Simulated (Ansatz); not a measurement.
Run this with the Ansatz DFT code, driven from Python and show what comes out.

Script `cl2h6si3_methods.py`:
```python
# -*- coding: utf-8 -*-
"""One geometry of Cl2H6Si3, method by method."""

from dataclasses import dataclass
from pathlib import Path
import warnings

import ansatz as az
import numpy as np


@dataclass(frozen=True)
class Settings:
    basis: str = "def2-SVP"


settings = Settings()

warnings.simplefilter("ignore", az.DeckWarning)

geometry = (
    az.Crystal.molecule()
    .atom("Cl", [-1.7668, 2.3572, 1.9861])
    .atom("Si", [-0.2529, 1.3096, 1.2283])
    .atom("Si", [-0.9883, -0.1754, -0.3728])
    .atom("Si", [1.0893, -1.1734, -0.9466])
    .atom("Cl", [0.7245, -2.6158, -2.403])
    .atom("H", [0.3806, 0.6258, 2.3764])
    .atom("H", [0.7516, 2.2819, 0.6627])
    .atom("H", [-1.8934, -1.1412, 0.1939])
    .atom("H", [-1.5834, 0.5317, -1.4796])
    .atom("H", [1.9802, -0.1934, -1.4707])
    .atom("H", [1.6239, -1.8642, 0.2459])
)

model = geometry.calculation().basis(gaussian=settings.basis)

print("functional    E (Ha)        dipole (D)   HOMO (eV)  LUMO (eV)")
for name in ["cam_b3lyp", "blyp", "pbe0", "hf", "lc_wpbe"]:
    summary = model.functional(name).forces().orbitals().run(runs_dir="runs").report
    lines = Path(summary["orbitals_path"]).read_text().splitlines()
    field_of = lambda key: [line.split("=")[1].strip() for line in lines if line.startswith(key)]
    orbitals = [(27.211386 * float(e), s, float(n)) for e, s, n in zip(field_of("Ene="), field_of("Spin="), field_of("Occup="))]
    homo = max(e for e, _, n in orbitals if n > 0.5)
    lumo = min(e for e, _, n in orbitals if n < 0.5)
    dipole = 4.803205 * np.linalg.norm(summary["charge_distribution"]["dipole_moment_e_ang"])
    print(f"{name:10s} {summary['free_energy_ev'] / 27.211386246:14.6f} {dipole:9.3f} {homo:11.3f} {lumo:10.3f}")
```

Running `python cl2h6si3_methods.py` prints:
```text
functional    E (Ha)        dipole (D)   HOMO (eV)  LUMO (eV)
cam_b3lyp    -1792.025938     0.712      -8.854      0.145
blyp         -1791.946738     0.560      -6.290     -1.531
pbe0         -1791.327758     0.751      -7.697     -1.065
hf           -1788.809260     0.867     -10.272      2.316
lc_wpbe      -1791.466503     0.843     -10.233      1.067
```

Notes:
- Total energies depend on the basis set; only differences at equal settings carry meaning.
- The geometry is a force-field or estimated start, not a minimum of this method, and the basis set is short of its limit. A lower total doesn't mark the better method: functionals have no common bound, and MP2 and coupled cluster aren't variational.
- Levels such as HOMO and LUMO are orbital energies: with these approximate functionals they aren't the ionisation energy and electron affinity, and their gap isn't the fundamental gap.
- Run time: 29 s on 1 thread of Arm Neoverse V2, with other jobs on the host, peak memory 0.42 GiB.
